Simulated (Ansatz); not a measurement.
# MoW5: the cost of one run

Method: DFT PBE, scalar-relativistic, plane waves, PAW, unless a step names another level, in Ansatz 0.2.0.

2 further runs of the same task are left out: 1 that didn't finish, 1 set aside as unsound or not needed.

### Step 1. The starting structure

Symmetry: P4/mmm, No. 123, tetragonal system. Conventional cell: a = 3.180 Å, b = 3.180 Å, c = 9.542 Å, α = 90.00°, β = 90.00°, γ = 90.00°. Mo (site symmetry 4/mmm) has 8 W at 2.75 Å as nearest neighbours. Around W (site symmetry 4mm) lie 4 Mo at 2.75 Å and 4 W at 2.76 Å. W (site symmetry 4mm) is surrounded by 8 W at 2.76 Å. W (site symmetry 4/mmm) has 8 W at 2.76 Å as nearest neighbours.

Coordinates:

```xyz
6
Lattice="3.1798 0.0000 0.0000 0.0000 3.1798 0.0000 0.0000 0.0000 9.5418" Properties=species:S:1:pos:R:3 pbc="T T T"
Mo    1.5899    1.5899    4.7709
W     0.0000    0.0000    6.3542
W     1.5899    1.5899    7.9470
W     0.0000    0.0000    0.0000
W     1.5899    1.5899    1.5948
W     0.0000    0.0000    3.1876
```

It is the end of an earlier relaxation with the same method, from a generated guess; it is a trial structure. At a tolerance of 0.05 Å it has space group P4/mmm (No. 123); it has 16.08 Å³/atom, an uncorrected energy of -0.00 eV/atom over the elements.

### Step 2. Static run: bands, density of states and charges

Input file input.yaml:

```yaml
crystal:
  lattice:
    - [3.1798400493, 0.0, 0.0]
    - [0.0, 3.1798400493, 0.0]
    - [0.0, 0.0, 9.5417944755]
  atoms:
    - { symbol: Mo, position: [0.5, 0.5, 0.5] }
    - { symbol: W, position: [0.0, 0.0, 0.6659344438] }
    - { symbol: W, position: [0.5, 0.5, 0.8328578056] }
    - { symbol: W, position: [0.0, 0.0, 0.0] }
    - { symbol: W, position: [0.5, 0.5, 0.1671421944] }
    - { symbol: W, position: [0.0, 0.0, 0.3340655562] }
basis:
  ecutwfc: 420
kpoints:
  mp_grid: { grid: [12, 12, 4] }
  band_path:
    path:
      - [[0.0, 0.0, 0.0], [0.0, 0.5, 0.0], [0.5, 0.5, 0.0], [0.0, 0.0, 0.0], [0.0, 0.0, 0.5], [0.0, 0.5, 0.5], [0.5, 0.5, 0.5], [0.0, 0.0, 0.5]]
      - [[0.0, 0.5, 0.0], [0.0, 0.5, 0.5]]
      - [[0.5, 0.5, 0.0], [0.5, 0.5, 0.5]]
    npoints: 14
hamiltonian:
  xc: pbe
scf:
  occupations: { method: gaussian, width: 0.1 }
  n_extra_bands: 15
output:
  forces: true
  stress: true
  eigenvalues: true
  populations: true
  dos: { projected: true, de: 0.02, nscf_kmesh: { grid: [15, 15, 5] } }
  bader: true
  write_density: true
  write_potential: true
  elf: true
  volumetric_format: npy
```

Run with:

```console
$ ansatz run input.yaml --threads 1 --pin off --max-ram 2560MiB --backend cpu --events-out ev --progress --plain --runs-dir out
```

**Question.** How long does this run take on 1 thread of AMD EPYC (Zen 3), shared host, and how much memory does it need?

About 2.6 min, with a peak of 0.73 GiB.
